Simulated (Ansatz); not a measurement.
# C2H10BFSi2: molecular dynamics

The plan is to follow the molecule's vibrations and see whether its bonds hold. The start is relaxed first. Runs: 426 steps of 0.5 fs at constant energy, with velocities drawn for 300 K. SMILES of the start: BC(C)[SiH2][SiH2]F.

Method: RKS BLYP-D4/STO-3G, in Ansatz 0.2.0.

## Step 1: Starting point

Bond lengths (14 of 15 bonds, heavy atoms first): B1–C2 1.563 Å, C2–C3 1.501 Å, C2–Si4 1.906 Å, Si4–Si5 2.270 Å, Si5–F6 1.714 Å, B1–H7 1.217 Å, B1–H8 1.141 Å, C2–H9 1.150 Å, C3–H10 1.145 Å, C3–H11 1.138 Å, C3–H12 1.095 Å, Si4–H13 1.360 Å, Si4–H14 1.468 Å, Si5–H15 1.448 Å. Angles (14 of 27 angles, heavy atoms first): B1–C2–C3 108.0°, B1–C2–Si4 112.2°, C3–C2–Si4 109.1°, C2–Si4–Si5 108.1°, Si4–Si5–F6 108.4°, B1–C2–H9 110.4°, C3–C2–H9 108.3°, Si4–C2–H9 108.8°, C2–B1–H7 117.6°, C2–B1–H8 122.2°, C2–C3–H10 110.8°, C2–C3–H11 111.5°, C2–C3–H12 114.2°, C2–Si4–H13 112.1°.

As a file:

```xyz
16

B    -1.3270   -0.8906    0.8135
C     0.0955   -0.2434    0.8298
C     1.0393   -1.2158    1.4763
Si    0.7223    0.1634   -0.9239
Si   -0.6314    1.7592   -1.8033
F    -0.5210    3.1618   -0.8242
H    -2.2306   -0.2781    1.3513
H    -1.5564   -1.8380    0.2209
H     0.0894    0.7224    1.4545
H     2.0921   -0.7719    1.5507
H     0.7448   -1.4302    2.5549
H     1.1396   -2.1665    0.9429
H     1.9939    0.6442   -0.9131
H     0.5283   -1.0439   -1.7358
H    -0.1782    2.0621   -3.1443
H    -2.0236    1.3427   -1.8058
```

## Step 2: Preparing the start

Contents of input.yaml:

```yaml
crystal:
  periodic: [false, false, false]
  atoms:
    - { symbol: B, position_ang: [-1.327, -0.8906, 0.8135] }
    - { symbol: C, position_ang: [0.0955, -0.2434, 0.8298] }
    - { symbol: C, position_ang: [1.0393, -1.2158, 1.4763] }
    - { symbol: Si, position_ang: [0.7223, 0.1634, -0.9239] }
    - { symbol: Si, position_ang: [-0.6314, 1.7592, -1.8033] }
    - { symbol: F, position_ang: [-0.521, 3.1618, -0.8242] }
    - { symbol: H, position_ang: [-2.2306, -0.2781, 1.3513] }
    - { symbol: H, position_ang: [-1.5564, -1.838, 0.2209] }
    - { symbol: H, position_ang: [0.0894, 0.7224, 1.4545] }
    - { symbol: H, position_ang: [2.0921, -0.7719, 1.5507] }
    - { symbol: H, position_ang: [0.7448, -1.4302, 2.5549] }
    - { symbol: H, position_ang: [1.1396, -2.1665, 0.9429] }
    - { symbol: H, position_ang: [1.9939, 0.6442, -0.9131] }
    - { symbol: H, position_ang: [0.5283, -1.0439, -1.7358] }
    - { symbol: H, position_ang: [-0.1782, 2.0621, -3.1443] }
    - { symbol: H, position_ang: [-2.0236, 1.3427, -1.8058] }
basis:
  gaussian: { orbitals: STO-3G }
hamiltonian:
  xc: blyp
  dispersion: d4
relax:
  f_tol: 0.02
  max_steps: 40
scf:
  lower_state_search: "off"
```

On the command line:

```
ansatz run input.yaml --threads 1 --pin off --max-ram 2048MiB --backend cpu --events-out ev --progress --plain --runs-dir out
```

Further steps of the session: The run.

What does the calculation give? Wanted: relaxation of the start; temperature, first and last step; temperature, second half; potential energy, second half; largest change of the total energy; bonds formed or broken.

The runs gave:

| quantity | value |
| --- | --- |
| relaxation of the start | 20 moves, 0.687 eV lower |
| length | 426 steps of 0.5 fs |
| temperature, first and last step | 300 and 157 K |
| temperature, second half | mean 153 K, from 77 to 224 K |
| potential energy, second half | +17 meV/atom from the start |
| largest change of the total energy | 0.08 meV/atom |
| bonds formed or broken | 0 |

The temperature starts at 300 K and averages 153 K in the second half, where it ranges from 77 to 224 K. About half is expected from a start at a minimum: kinetic energy passes into potential energy until both shares match. The total energy strays from its start by at most 0.08 meV/atom, 0.5 % of the mean kinetic energy, so a step of 0.5 fs is short enough over this time. The bonding pattern survives the run. 213 fs on 16 atoms is far too short and small for converged averages. The basis is very small, so the numbers are rough.
